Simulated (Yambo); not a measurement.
# TiB2 (P6/mmm) in Yambo: a series of runs, part 2 of 3

Yambo 5.3.0. The steps go on from the part before.

**3. Optical spectrum, PBEsol**

Input file optics0.in:

```
optics
chi
Chimod= "IP"
% BndsRnXd
 1 | 34 |
%
% LongDrXd
 1 | 0 | 0 |
%
% QpntsRXd
 1 | 1 |
%
% EnRngeXd
 0 | 15 | eV
%
% DmRngeXd
 0.2 | 0.2 | eV
%
ETStpsXd= 300
```

Input file scf.in:

```
&CONTROL
  calculation = 'scf'
  prefix = 'pwscf'
  outdir = './tmp'
  pseudo_dir = './pseudo'
/
&SYSTEM
  ibrav = 0
  nat = 3
  ntyp = 2
  ecutwfc = 84
  nbnd = 15
  occupations = 'smearing'
  smearing = 'fd'
  degauss = 0.00367493
  force_symmorphic = .true.
/
&ELECTRONS
  conv_thr = 6d-10
  electron_maxstep = 120
  mixing_beta = 0.5
/
ATOMIC_SPECIES
Ti    47.8670 Ti.upf
B     10.8100 B.upf
CELL_PARAMETERS angstrom
   3.0292000000    0.0000000000    0.0000000000
  -1.5146000000    2.6233641531    0.0000000000
   0.0000000000    0.0000000000    3.2284000000
ATOMIC_POSITIONS angstrom
Ti     0.0000000000    0.0000000000    0.0000000000
B      1.5146000002    0.8744547176    1.6142000000
B     -0.0000000002    1.7489094355    1.6142000000
K_POINTS automatic
18 18 16 0 0 0
```

Input file nscf.in:

```
&CONTROL
  calculation = 'nscf'
  prefix = 'pwscf'
  outdir = './tmp'
  pseudo_dir = './pseudo'
/
&SYSTEM
  ibrav = 0
  nat = 3
  ntyp = 2
  ecutwfc = 84
  nbnd = 34
  occupations = 'smearing'
  smearing = 'fd'
  degauss = 0.00367493
  force_symmorphic = .true.
/
&ELECTRONS
  conv_thr = 1d-08
  diago_full_acc = .true.
  diago_thr_init = 1d-06
/
ATOMIC_SPECIES
Ti    47.8670 Ti.upf
B     10.8100 B.upf
CELL_PARAMETERS angstrom
   3.0292000000    0.0000000000    0.0000000000
  -1.5146000000    2.6233641531    0.0000000000
   0.0000000000    0.0000000000    3.2284000000
ATOMIC_POSITIONS angstrom
Ti     0.0000000000    0.0000000000    0.0000000000
B      1.5146000002    0.8744547176    1.6142000000
B     -0.0000000002    1.7489094355    1.6142000000
K_POINTS automatic
18 18 16 0 0 0
```

Potentials or basis: PseudoDojo 0.4.1 SR PBEsol standard.

Launch:

```bash
$ OMP_NUM_THREADS=1 pw.x -in scf.in > scf.out
$ OMP_NUM_THREADS=1 pw.x -in nscf.in > nscf.out
$ cd tmp/pwscf.save; p2y; mv SAVE ../..; cd ../..
$ OMP_NUM_THREADS=1 yambo
$ OMP_NUM_THREADS=1 yambo -F optics0.in -J optics0 -C optics0_out
```

Yambo's report:

```text
[... sections 02.01 to 02.04 as in the set-up run ...]

  [02.05] Energies & Occupations
  ==============================

  [X] === General ===
  [X] Electronic Temperature                        :  0.258606E-1   300.100    [eV K]
  [X] Bosonic    Temperature                        :  0.258606E-1   300.100    [eV K]
  [X] Finite Temperature mode                       : yes
  [X] El. density                                   :  0.70161E+24 [cm-3]
  [X] Fermi Level                                   :  15.13789 [eV]

  [X] === Gaps and Widths ===
  [X] Conduction Band Min                           :  15.13789 [eV]
  [X] Valence Band Max                              :  15.13789 [eV]
  [X] Filled Bands                                  :   8
  [X] Metallic Bands                                :   9  10
  [X] Empty Bands                                   :   11   34

  [X] === Metallic Characters ===
  [X] N of el / N of met el                         :  18.00000   1.99611
  [X] Average metallic occ.                         :  0.249514

  [WARNING] [X] Metallic system

 [03] Transferred momenta grid and indexing
 ==========================================

 IBZ Q-points                                      :   333
 BZ  Q-points                                      :   5184

 K/Q-points units:
 rlu = crystal or reduced units; cc = cartesian coordinates; iku = interal k-units

 Q [  1]        [rlu]:  0.000000  0.000000  0.000000
 Q [  2]        [rlu]:  0.000000  0.000000  0.062500
 Q [  3]        [rlu]:  0.000000  0.000000  0.125000
 Q [  4]        [rlu]:  0.000000  0.000000  0.187500
 Q [  5]        [rlu]:  0.000000  0.000000  0.250000
 Q [  6]        [rlu]:  0.000000  0.000000  0.312500
[... 42 lines left out ...]
 Q [ 49]        [rlu]:  0.80737E-17  0.27778      0.18750
 Q [ 50]        [rlu]:  0.80737E-17  0.27778      0.25000

 Remaining 283 points informations can be written running with -fatlog

 [04] Dipoles
 ============

  [04.01] Setup: observables and procedures
  =========================================

  [WF-Oscillators/G space/Transverse up loader] Normalization (few states)  min/max  :  0.43853E-17   1.0000

  [WR./optics0//ndb.dipoles]------------------------------------------------------
   Brillouin Zone Q/K grids (IBZ/BZ)                :    333   5184    333   5184
   RL vectors                                       :  2869 [WF]
   Fragmentation                                    : yes
   Electronic Temperature                           :  300.1000 [K]
   Bosonic    Temperature                           :  300.1000 [K]
   DIP band range                                   :    1   34
   DIP band range limits                            :  10   9
   DIP e/h energy range                             : -1.000000 -1.000000 [eV]
   RL vectors in the sum                            :  2869
   [r,Vnl] included                                 : yes
   Bands ordered                                    : yes
   Direct v evaluation                              : no
   Approach used                                    : G-space v
   Dipoles computed                                 : R V P [G-space]
   Wavefunctions                                    : Perdew, Burke & Ernzerhof SOL(X)+Perdew, Burke & Ernzerhof SOL(C)

  [WARNING] [r,Vnl^pseudo] included in position and velocity dipoles.

  [WARNING] In case H contains other non local terms, these are neglected

 [05] Optics
 ===========

 [X-CG] R(p) Tot o/o(of R):    58221  1184623      100

 [WARNING] The system is a metal but Drude term not included.
```

Wall time 5 min (1 thread of Arm Neoverse V1, shared host); peak memory 0.44 GiB.

What came out:

```yaml
Band_gap_on_the_k_mesh_mean-field_level: none (metal or under the smearing width)
```

Dielectric function (along the field direction of the input):
| energy (eV) | real part | imaginary part |
| --- | --- | --- |
| 0.25 | 51.34 | 14.25 |
| 1.00 | 22.02 | 31.58 |
| 1.76 | 6.58 | 21.99 |
| 2.56 | 2.56 | 14.84 |
| 3.31 | 2.06 | 12.18 |
| 4.11 | 1.25 | 9.60 |
| 4.87 | 1.33 | 7.10 |
| 5.67 | 2.32 | 7.62 |
| 6.42 | 1.17 | 7.11 |
| 7.22 | 1.66 | 6.84 |
| 7.98 | 0.97 | 7.92 |
| 8.78 | -0.84 | 6.20 |
| 9.53 | -0.09 | 5.86 |
| 10.33 | -0.86 | 5.56 |
| 11.09 | -1.04 | 5.24 |
| 11.89 | -2.40 | 4.99 |
| 12.64 | -2.69 | 3.37 |
| 13.44 | -2.35 | 2.41 |
| 14.20 | -2.06 | 2.03 |
| 15.00 | -1.81 | 1.43 |

Caveat: the intraband (Drude) term of the metal is left out; the ground state has no gap, which makes the many-body step unreliable; independent-particle spectra lack excitons.

**4. Optical spectrum, PBEsol**

Input file optics1.in:

```
optics
chi
Chimod= "HARTREE"
% BndsRnXd
 1 | 34 |
%
NGsBlkXd= 2 Ry
% LongDrXd
 1 | 0 | 0 |
%
% QpntsRXd
 1 | 1 |
%
% EnRngeXd
 0 | 20 | eV
%
% DmRngeXd
 0.2 | 0.2 | eV
%
ETStpsXd= 300
```

scf.in is that of step 3.

nscf.in is that of step 3.

Potentials or basis: PseudoDojo 0.4.1 SR PBEsol standard.

Launch:

```bash
$ OMP_NUM_THREADS=1 pw.x -in scf.in > scf.out
$ OMP_NUM_THREADS=1 pw.x -in nscf.in > nscf.out
$ cd tmp/pwscf.save; p2y; mv SAVE ../..; cd ../..
$ OMP_NUM_THREADS=1 yambo
$ OMP_NUM_THREADS=1 yambo -F optics1.in -J optics1 -C optics1_out
```

Yambo's report:

```text
[... sections 02.01 to 02.04 as in the set-up run ...]

  [02.05] Energies & Occupations
  ==============================

  [X] === General ===
  [X] Electronic Temperature                        :  0.258606E-1   300.100    [eV K]
  [X] Bosonic    Temperature                        :  0.258606E-1   300.100    [eV K]
  [X] Finite Temperature mode                       : yes
  [X] El. density                                   :  0.70161E+24 [cm-3]
  [X] Fermi Level                                   :  15.13789 [eV]

  [X] === Gaps and Widths ===
  [X] Conduction Band Min                           :  15.13789 [eV]
  [X] Valence Band Max                              :  15.13789 [eV]
  [X] Filled Bands                                  :   8
  [X] Metallic Bands                                :   9  10
  [X] Empty Bands                                   :   11   34

  [X] === Metallic Characters ===
  [X] N of el / N of met el                         :  18.00000   1.99611
  [X] Average metallic occ.                         :  0.249514

  [WARNING] [X] Metallic system

 [03] Transferred momenta grid and indexing
 ==========================================

 IBZ Q-points                                      :   333
 BZ  Q-points                                      :   5184

 K/Q-points units:
 rlu = crystal or reduced units; cc = cartesian coordinates; iku = interal k-units

 Q [  1]        [rlu]:  0.000000  0.000000  0.000000
 Q [  2]        [rlu]:  0.000000  0.000000  0.062500
 Q [  3]        [rlu]:  0.000000  0.000000  0.125000
 Q [  4]        [rlu]:  0.000000  0.000000  0.187500
 Q [  5]        [rlu]:  0.000000  0.000000  0.250000
 Q [  6]        [rlu]:  0.000000  0.000000  0.312500
[... 42 lines left out ...]
 Q [ 49]        [rlu]:  0.80737E-17  0.27778      0.18750
 Q [ 50]        [rlu]:  0.80737E-17  0.27778      0.25000

 Remaining 283 points informations can be written running with -fatlog

 [04] Dipoles
 ============

  [04.01] Setup: observables and procedures
  =========================================

  [WF-Oscillators/G space/Transverse up loader] Normalization (few states)  min/max  :  0.43853E-17   1.0000

  [WR./optics1//ndb.dipoles]------------------------------------------------------
   Brillouin Zone Q/K grids (IBZ/BZ)                :    333   5184    333   5184
   RL vectors                                       :  2869 [WF]
   Fragmentation                                    : yes
   Electronic Temperature                           :  300.1000 [K]
   Bosonic    Temperature                           :  300.1000 [K]
   DIP band range                                   :    1   34
   DIP band range limits                            :  10   9
   DIP e/h energy range                             : -1.000000 -1.000000 [eV]
   RL vectors in the sum                            :  2869
   [r,Vnl] included                                 : yes
   Bands ordered                                    : yes
   Direct v evaluation                              : no
   Approach used                                    : G-space v
   Dipoles computed                                 : R V P [G-space]
   Wavefunctions                                    : Perdew, Burke & Ernzerhof SOL(X)+Perdew, Burke & Ernzerhof SOL(C)

  [WARNING] [r,Vnl^pseudo] included in position and velocity dipoles.

  [WARNING] In case H contains other non local terms, these are neglected

 [05] Optics
 ===========

 [X-CG] R(p) Tot o/o(of R):    58221  1184623      100

 [WARNING] The system is a metal but Drude term not included.
```

o-optics1.eps_q1_inv_rpa_dyson:

```text
# Absorption @ Q(1):   1.00000000      0.00000000      0.00000000    [q->0 direction]
#
# [ X ] Hartree size                              :  21
# [GEN] GF Energies                               : Perdew, Burke & Ernzerhof SOL(X)+Perdew, Burke & Ernzerhof SOL(C)
# [GEN] Green`s Function                          : Retarded
#
# [GEN] Gauge                                     : Length
# [GEN] [r,Vnl] included                          : yes
#
#    E[1] [eV]          Im(eps)            Re(eps)            Im(eps_o)          Re(eps_o)
#
        0.000000           0.313976E-7        60.70755           0.12571E-15        60.73899
        0.066890           6.644800           59.04897           6.644261           59.08047
        0.133779           10.91815           55.66539           10.91716           55.69703
        0.200669           13.16676           52.75126           13.16539           52.78301
        0.267559           14.57725           50.98524           14.57552           51.01702
        0.334448           16.18711           50.41096           16.18492           50.44269
[... 292 lines left out ...]
        19.93311           0.459889          -0.447941           0.416932          -0.360948
        20.00000           0.448640          -0.416145           0.405072          -0.328697
#
```

Run time: 5.2 min. Hardware: 1 thread of Arm Neoverse V1, shared host; peak memory 1.8 GiB.

Results:

| Item | Value |
| --- | --- |
| Band gap on the k mesh, mean-field level | none (metal or under the smearing width) |

Dielectric function (along the field direction of the input):
| energy (eV) | real part | imaginary part |
| --- | --- | --- |
| 0.27 | 50.99 | 14.58 |
| 1.27 | 17.37 | 32.55 |
| 2.34 | 2.06 | 17.53 |
| 3.34 | 2.00 | 12.12 |
| 4.41 | 0.81 | 8.91 |
| 5.42 | 2.38 | 7.27 |
| 6.49 | 1.07 | 6.93 |
| 7.49 | 2.14 | 6.84 |
| 8.56 | -0.84 | 6.94 |
| 9.57 | -0.18 | 5.89 |
| 10.64 | -1.10 | 5.25 |
| 11.64 | -1.73 | 5.48 |
| 12.71 | -2.56 | 3.27 |
| 13.71 | -2.11 | 2.32 |
| 14.78 | -1.92 | 1.73 |
| 15.79 | -1.44 | 1.26 |
| 16.86 | -1.04 | 0.88 |
| 17.86 | -0.87 | 0.74 |
| 18.93 | -0.50 | 0.60 |
| 20.00 | -0.42 | 0.45 |

Caveat: the intraband (Drude) term of the metal is left out; the ground state has no gap, which makes the many-body step unreliable; these spectra lack excitons.

(Part 2 of 3 ends here.)
